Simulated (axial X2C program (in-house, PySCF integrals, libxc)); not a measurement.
# SInS⁺: bond lengths and stretches, held linear

An exercise on one series of results from a longer session: the logs are not shown, and one member is left open.

Method: all-electron X2C, two-component (2c) or spin-free, S dyall-av3z, In dyall-v3z; program: an in-house X2C program for linear molecules on PySCF integrals.

All values are calculated.

2 further runs of the same task are left out: 2 set aside as unsound or not needed.

Set-up of the first run:

task.json

```json
{"zs": [16, 49, 16], "q": 1, "bas": ["dyall-av3z", "dyall-v3z", "dyall-av3z"], "r0": [2.3, 2.3], "symm": 1, "scan": ["PBE0", "HF", "B3LYP"], "levels": ["PBE0", "HF", "TPSSh"], "nst": 2}
```

Keys: zs atomic numbers; q charge; bas basis sets; r0 starting distance in Å; symm equal bonds; scan levels of the two-bond scan (MP2 follows by itself at each HF point); levels methods; nst determinants followed.

Command:

```bash
> python solin.py task.json out
```

Masses S 31.972, In 114.904, S 31.972 u.

Steps of the session up to this table: Scan at PBE0, 2c; Scan at HF, 2c; Scan at B3LYP, 2c.

One of the session's tables, all rows but one given; the rest of the session is left out.

```
           level  r(S–In) (Å)  r(In–S) (Å)  lower stretch (cm⁻¹)  upper stretch (cm⁻¹)
        PBE0, 2c        2.323        2.323                 340.0                 439.4
          HF, 2c            ?            ?                     ?                     ?
       B3LYP, 2c        2.349        2.349                 322.8                 420.2
         MP2, 2c        2.321        2.321                 350.7                 452.3
 PBE0, spin-free        2.324        2.324                 339.7                 439.3
   HF, spin-free        2.333        2.333                 355.6                 452.3
B3LYP, spin-free        2.351        2.351                 322.4                 419.9
  MP2, spin-free        2.322        2.322                 350.5                 452.2
```

Estimate the missing values for HF, 2c.

The run gave: r(S–In) (Å): 2.333; r(In–S) (Å): 2.333; lower stretch (cm⁻¹): 355.6; upper stretch (cm⁻¹): 452.2.

Scans not shown above were run alike.

Limits of these values: The molecule was held linear; bending was not examined, so a bent shape may lie lower. Note: functional without a current term on a determinant with orbital currents, of the molecule or an atom.
